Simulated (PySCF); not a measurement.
# C₄H₁₀Si: runs on many settings, part 2 of 2

PySCF 2.14.0. Atoms count from 0.

## 6. J couplings: PBE0/pcseg-1

What the job is given:

```
{"job": {"kind": "j", "xc": "PBE0", "basis": "pcseg-1", "scf": {"conv": 1e-08}, "grid": 3}, "charge": 0, "multiplicity": 1}
Si     2.182334    -0.209972     0.355451
C      0.672949     0.608963    -0.466624
C     -0.537356    -0.291760    -0.474504
C     -1.397860    -0.396322     0.746168
C     -1.918131     0.292891    -0.480676
H      3.308370     0.726002     0.314858
H      2.531014    -1.431627    -0.373216
H      1.865134    -0.542714     1.745338
H      0.916928     0.887739    -1.495068
H      0.424745     1.535349     0.055038
H     -0.395072    -1.201984    -1.045949
H     -1.813150    -1.356671     1.012322
H     -1.141307     0.215174     1.598384
H     -2.688866    -0.195478    -1.058159
H     -2.014146     1.368400    -0.455275
```

Level: PBE0/pcseg-1 indirect spin-spin coupling, non-relativistic, gas phase.

The program printed:

```text
final grid: 173736 points
cycle   1  E = -447.5047909250  dE =  4.097e-01  |g| = 3.166e-01  |ddm| = 3.612e+00
cycle   2  E = -447.4981260156  dE =  6.665e-03  |g| = 3.610e-01  |ddm| = 7.053e-01
cycle   3  E = -447.5334292114  dE = -3.530e-02  |g| = 2.863e-02  |ddm| = 3.974e-01
cycle   4  E = -447.5335804850  dE = -1.513e-04  |g| = 1.588e-02  |ddm| = 4.778e-02
cycle   5  E = -447.5336394020  dE = -5.892e-05  |g| = 3.435e-03  |ddm| = 1.763e-02
cycle   6  E = -447.5336422061  dE = -2.804e-06  |g| = 5.385e-04  |ddm| = 4.027e-03
cycle   7  E = -447.5336422793  dE = -7.318e-08  |g| = 1.500e-04  |ddm| = 8.315e-04
cycle   8  E = -447.5336422848  dE = -5.477e-09  |g| = 4.295e-05  |ddm| = 1.920e-04
converged SCF energy = -447.5336422848

Indirect spin-spin couplings (Hz)
  i      j    bonds     total        FC       PSO       DSO        SD
  0 Si   1 C    1    -62.676   -62.230     1.335    -0.081    -1.699
  0 Si   2 C    2      1.488     1.215     0.190    -0.016     0.099
  0 Si   3 C    3     -1.894    -1.942     0.030     0.004     0.013
  0 Si   4 C    3     -7.561    -7.688     0.041     0.046     0.040
  0 Si   5 H    1   -186.774  -186.995     0.931    -0.161    -0.550
  0 Si   6 H    1   -192.044  -192.270     0.953    -0.174    -0.553
  0 Si   7 H    1   -194.116  -194.289     0.918    -0.180    -0.565
  0 Si   8 H    2      5.021     4.738     0.319     0.127    -0.164
  0 Si   9 H    2      5.958     5.701     0.311     0.113    -0.166
  0 Si  10 H    3     -1.469    -1.566     0.056     0.002     0.039
  0 Si  12 H    4      0.297     0.247     0.029    -0.026     0.047
  0 Si  13 H    4     -0.919    -1.020    -0.113     0.210     0.004
  0 Si  14 H    4      0.712     0.680    -0.075     0.154    -0.046
  1 C    2 C    1     51.749    51.971    -0.475     0.252         -
  1 C    3 C    2     -0.789    -0.667    -0.117    -0.005         -
  1 C    4 C    2     -1.684    -1.524    -0.150    -0.010         -
  1 C    5 H    2      2.786     2.983    -0.023    -0.174         -
  1 C    6 H    2      1.414     1.611    -0.014    -0.182         -
  1 C    7 H    2      1.059     1.254    -0.016    -0.179         -
  1 C    8 H    1    134.056   132.098     1.066     0.892         -
  1 C    9 H    1    133.614   131.626     1.049     0.940         -
  1 C   10 H    2      0.960     0.884     0.199    -0.122         -
  1 C   11 H    3      2.389     2.508     0.267    -0.386         -
  1 C   12 H    3      4.773     4.652     0.019     0.101         -
  1 C   13 H    3      2.026     2.142     0.271    -0.387         -
  1 C   14 H    3      4.748     4.646     0.026     0.075         -
  2 C    3 C    1     24.814    25.507    -0.908     0.215         -
  2 C    4 C    1     25.026    25.745    -0.930     0.211         -
  2 C    5 H    3      6.737     7.001     0.079    -0.342         -
  2 C    6 H    3      1.090     1.070    -0.045     0.066         -
  2 C    7 H    3      0.599     0.597    -0.038     0.041         -
  2 C    8 H    2     -4.340    -4.460     0.118     0.001         -
  2 C    9 H    2     -5.021    -5.190     0.176    -0.006         -
  2 C   10 H    1    158.639   157.067     0.474     1.098         -
  2 C   11 H    2     -1.641    -1.699     0.338    -0.279         -
  2 C   12 H    2     -2.221    -2.282     0.305    -0.243         -
  2 C   13 H    2     -1.459    -1.509     0.336    -0.286         -
  2 C   14 H    2     -2.150    -2.189     0.301    -0.261         -
  3 C    4 C    1     23.267    23.653    -0.566     0.180         -
  3 C    8 H    3      8.303     8.481     0.262    -0.440         -
  3 C    9 H    3      1.674     1.563     0.046     0.065         -
  3 C   10 H    2     -1.858    -1.877     0.293    -0.273         -
  3 C   11 H    1    163.122   161.719     0.571     0.831         -
  3 C   12 H    1    161.776   160.339     0.562     0.875         -
  3 C   13 H    2     -2.410    -2.469     0.416    -0.358         -
  3 C   14 H    2     -2.236    -2.274     0.373    -0.335         -
  4 C    5 H    4      1.320     1.456     0.128    -0.263         -
  4 C    6 H    4     -0.323    -0.225     0.124    -0.222         -
  4 C    7 H    4     -0.272    -0.211     0.124    -0.185         -
  4 C    8 H    3      1.077     1.125     0.081    -0.129         -
  4 C    9 H    3      2.998     2.885     0.019     0.094         -
  4 C   10 H    2     -1.716    -1.725     0.291    -0.282         -
  4 C   11 H    2     -2.524    -2.581     0.416    -0.358         -
  4 C   12 H    2     -2.303    -2.344     0.370    -0.330         -
  4 C   13 H    1    163.786   162.405     0.572     0.809         -
  4 C   14 H    1    163.326   161.934     0.549     0.842         -
  5 H    6 H    2     -1.847    -0.211     0.530    -2.166         -
  5 H    7 H    2     -1.496     0.147     0.514    -2.156         -
  5 H    8 H    3      0.227     0.419     0.144    -0.335         -
  5 H    9 H    3      0.424     0.613     0.101    -0.290         -
  5 H   10 H    4     -1.018    -0.076     0.488    -1.430         -
  5 H   11 H    5     -0.693    -0.025     0.507    -1.175         -
  5 H   12 H    5     -0.481     0.024     0.166    -0.672         -
  5 H   13 H    5     -0.172     0.325     0.584    -1.081         -
  5 H   14 H    5     -0.464    -0.126     0.344    -0.683         -
  6 H    7 H    2     -1.162     0.445     0.487    -2.094         -
  6 H    8 H    3      0.500     0.744     0.181    -0.425         -
  6 H    9 H    3      6.170     7.567     0.933    -2.330         -
  6 H   10 H    4      0.430    -0.073    -0.540     1.043         -
  6 H   11 H    5     -0.154     0.004     0.195    -0.353         -
  6 H   12 H    5     -0.499    -0.000     0.322    -0.820         -
  6 H   13 H    5     -0.199     0.048     0.465    -0.712         -
  6 H   14 H    5     -0.297     0.138     0.572    -1.008         -
  7 H    8 H    3      6.071     7.469     0.960    -2.358         -
  7 H    9 H    3      0.570     0.804     0.127    -0.361         -
  7 H   10 H    4     -0.409    -0.108     0.226    -0.527         -
  7 H   11 H    5      0.253     0.105     0.035     0.113         -
  7 H   12 H    5      0.671     0.056    -0.626     1.241         -
  7 H   13 H    5     -0.286     0.025     0.643    -0.954         -
  7 H   14 H    5     -0.219     0.001     0.413    -0.634         -
  8 H    9 H    2    -14.148   -14.161     1.839    -1.826         -
  8 H   10 H    3      1.905     1.845     0.332    -0.272         -
  8 H   11 H    4      0.249     0.809     1.244    -1.803         -
  8 H   12 H    4     -1.107    -0.634     1.064    -1.537         -
  8 H   13 H    4     -0.349    -0.040     0.673    -0.983         -
  8 H   14 H    4     -0.315    -0.318     0.115    -0.112         -
  9 H   10 H    3      8.368     9.240     1.851    -2.722         -
  9 H   11 H    4     -0.802    -0.308     1.133    -1.627         -
  9 H   12 H    4      0.329    -0.284    -0.858     1.471         -
  9 H   13 H    4     -0.760    -0.289     1.082    -1.554         -
  9 H   14 H    4      0.301    -0.350    -0.989     1.639         -
 10 H   11 H    3      6.357     6.303     0.252    -0.198         -
 10 H   12 H    3      2.879     3.738     1.843    -2.702         -
 10 H   13 H    3      5.985     5.950     0.261    -0.226         -
 10 H   14 H    3      2.458     3.337     1.848    -2.728         -
 11 H   12 H    2     -6.921    -6.277     2.239    -2.884         -
 11 H   13 H    3      6.888     6.939     0.413    -0.463         -
 11 H   14 H    3      3.192     4.089     1.883    -2.780         -
 12 H   13 H    3      3.324     4.213     1.880    -2.769         -
 12 H   14 H    3      6.941     6.928     0.305    -0.292         -
 13 H   14 H    2     -6.893    -6.196     2.265    -2.961         -
```

Run time: 17 s. Hardware: 1 thread of Arm Neoverse V1, shared host; peak memory 0.6 GiB.

This basis has no tight s functions, so the Fermi-contact terms are rough.

Couplings of 1 Hz or more over one to four bonds, nine at most for each number, with means over like pairs (isotopes 13C, 1H, 29Si):

```tsv
pair	bonds	J (Hz)	Fermi contact (Hz)	dihedral (°)
Si0–H5	1	-191.0	-191.2	–
C3–H11	1	163.5	162.1	–
C3–H12	1	162.6	161.1	–
C2–H10	1	158.6	157.1	–
C1–H8	1	133.8	131.9	–
Si0–C1	1	-62.7	-62.2	–
C1–C2	1	51.7	52.0	–
C2–C3	1	24.9	25.6	–
C3–C4	1	23.3	23.7	–
H8–H9	2	-14.1	-14.2	–
H11–H12	2	-6.9	-6.2	–
Si0–H8	2	5.5	5.2	–
C2–H8	2	-4.7	-4.8	–
C3–H13	2	-2.5	-2.5	–
C3–H14	2	-2.3	-2.3	–
C2–H12	2	-2.2	-2.2	–
C3–H10	2	-1.8	-1.8	–
C1–H5	2	1.8	1.9	–
H12–H14	3	6.9	6.9	0
H11–H13	3	6.9	6.9	0
H10–H11	3	6.2	6.1	1
C3–H8	3	5.7	5.7	–
H8–H10	3	5.1	5.5	–
C1–H12	3	4.8	4.6	2
Si0–C3	3	-4.7	-4.8	–
H11–H14	3	3.3	4.2	143
C2–H5	3	2.8	2.9	–
```

Means hide unlike values in this fixed geometry: C3–H8 from 3.0 to 8.3 Hz; H8–H10 from 1.9 to 8.4 Hz; Si0–C3 from -7.6 to -1.9 Hz. They hold only if the pairs exchange fast.

The spin-dipole term was solved for some atoms only; pairs without it lack that part.

Shifts (PBE0/pcSseg-1, scaled to CDCl3 for protons on carbon, raw for the others) and these couplings together give the proton spectrum at 300 MHz below.

¹H NMR δ 3.85 (t, J = 2.3 Hz, 3H), 0.74 (m, 2H), 0.72 (m, 1H), 0.62 (m, 2H), 0.12 (m, 2H).

## 7. Run by run: NMR shifts

Shifts (ppm) of some atoms, chosen among heavy atoms and hydrogens apart, means over like atoms, with basis size and wall time:

```tsv
run	C1	C2	C3	H8	H10	H12	Si0	functions	time
PBE0/pcSseg-1	17.1	11.1	9.0	0.67	0.65	0.01	-74.4	142	18 s
PBE0/pcSseg-0	13.5	10.8	10.8	0.45	0.40	0.27	-113.6	69	13 s
PBE0/6-31++G**	18.0	11.8	9.0	0.80	0.84	0.11	-53.6	154	10 s
```

## 8. Outcome

This closing draws on all 2 parts.

```
                                                                  quantity                                              value
   ¹³C shifts against TMS (PBE0/pcSseg-1, means over atoms taken as alike)                                17.1, 11.1, 9.0 ppm
    ¹H shifts against TMS (PBE0/pcSseg-1, means over atoms taken as alike)                   3.85, 0.67, 0.65, 0.54, 0.01 ppm
                                   ²⁹Si shifts against TMS (PBE0/pcSseg-1)                                          -74.4 ppm
potential on the surface of density 0.002 e/bohr³, 1st and 99th percentile                                 -0.41 V and 0.78 V
                                           lowest singlet (PBE0/def2-SVPD)                        7.13 eV (174 nm), f = 0.021
                                  brightest single state of those computed                        state 2, 7.75 eV, f = 0.110
                                                            lowest triplet                                            6.88 eV
                              largest coupling of the table (PBE0/pcseg-1)  ¹J(Si,H) Si0–H5, -191.0 Hz (mean over like pairs)
                                                 range of the shift of Si0                                -113.6 to -53.6 ppm
```

Single values in the summary come from the first sound run of each kind (PBE0/pcSseg-1; PBE0/def2-SVPD; PBE0/pcseg-1), which need not be the best level. The first singlet state (HOMO→LUMO 0.98) lies at 7.13 eV and is weak; of the 6 states computed, the strongest absorption comes from state 2 at 7.75 eV. The lowest triplet lies 0.25 eV below the lowest singlet (triplets in Tamm-Dancoff, singlets in full TDDFT). At PBE0/def2-SVPD, states above −ε(HOMO) (7.63 eV) lie where TDDFT describes them poorly and they hang on the basis; the brightest is among them. Of the pairs tabulated at PBE0/pcseg-1, Si0–H5 (mean over like pairs) couples most strongly (-191.0 Hz; Fermi contact -191.2 Hz). Couplings across rotatable bonds belong to this one conformer; where others are populated, the observed values are averages, and the simulated multiplets take (2 J gauche + J anti)/3 across rotating chain bonds. Across the 3 runs the shift of Si0 moves most, between -113.6 (PBE0/pcSseg-0) and -53.6 ppm (PBE0/6-31++G**). Most of that comes from the computed reference, not from the atom's own shielding. Couplings from bases without tight functions are rough.
